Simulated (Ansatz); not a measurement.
# BIn: a geometry optimisation

Computed with Ansatz 0.2.0 through its Python package.

Typed at the interpreter:
```pycon
>>> import itertools
>>> import warnings
>>> import ansatz as az
>>> from ase import Atoms
>>> from ase.data import atomic_numbers, covalent_radii
>>> import numpy as np
>>> import pandas as pd
>>> BASIS = "def2-SVP"
>>> LEVEL = "mp2"
>>> warnings.simplefilter("ignore", az.DeckWarning)
>>> atoms = Atoms(["In", "B"], positions=[
...     (0.0, 0.0, 0.0),
...     (0.0, 0.0, 2.205),
... ])
>>> geometry = az.Crystal.molecule_from_ase(atoms)
>>> setup = geometry.calculation()
>>> setup = setup.basis(gaussian=BASIS)
>>> setup = setup.correlation(LEVEL)
>>> setup = setup.spin("collinear", total=2)
>>> symbols = [site.symbol for site in geometry.cartesian_sites]
>>> start = np.array([site.position_ang for site in geometry.cartesian_sites], dtype=float)
>>> data = setup.relax(force_tolerance=0.005).run(threads=1).report

>>> end = np.array(data["positions_ang"])
>>> for key in ("converged", "free_energy_ev", "reference_energy_ev", "n_frozen", "n_occupied", "n_virtual"):
...     print(f"{key:22s} {data[key]}")
...
converged              True
free_energy_ev         -5819.01299478542
reference_energy_ev    -5816.273672688601
n_frozen               5
n_occupied             [9, 7]
n_virtual              [26, 28]
>>> # pairs closer than 1.2 times the sum of covalent radii, before or after
>>> radius = [covalent_radii[atomic_numbers[s]] for s in symbols]
>>> span = lambda where, i, j: np.linalg.norm(where[i] - where[j])
>>> bonded = [(i, j) for i, j in itertools.combinations(range(len(symbols)), 2) if min(span(start, i, j), span(end, i, j)) < 1.2 * (radius[i] + radius[j])]
>>> print("pair        before    after (A)")
pair        before    after (A)
>>> for i, j in bonded:
...     print(f"{symbols[i]}{i}-{symbols[j]}{j}".ljust(10), f"{span(start, i, j):8.4f} {span(end, i, j):8.4f}")
...
In0-B1       2.2050   2.4140
>>> charges = data["charge_distribution"]
>>> table = pd.DataFrame({"atom": symbols, "mulliken": charges["mulliken_charges_e"], "lowdin": charges["lowdin_charges_e"]})
>>> table.round(3)
  atom  mulliken  lowdin
0   In     0.266   0.158
1    B    -0.266  -0.158
>>> print("dipole (e A):", np.round(charges["dipole_moment_e_ang"], 4) + 0.0)
dipole (e A): [ 0.      0.     -0.3835]
```

Caveats:
- Total energies depend on the basis set; only differences at equal settings carry meaning.
- The end point is the stationary point reached from this start; no frequency run checks that it is a minimum, and the basis set is modest.
- def2 sets replace the cores of elements past krypton by effective core potentials.
- The species is open-shell (spin multiplicity 3).
- The Löwdin charges here are taken after orthogonalising the functions within each atom; they differ from plain Löwdin charges, and their signs can be unphysical.
- The spin state was assumed, and another may lie lower.
- It ran for 8.5 s on 1 thread of Arm Neoverse V2 (shared host), peak memory 0.21 GiB.

(Lines on the test bed's own set-up are left out of the output.)
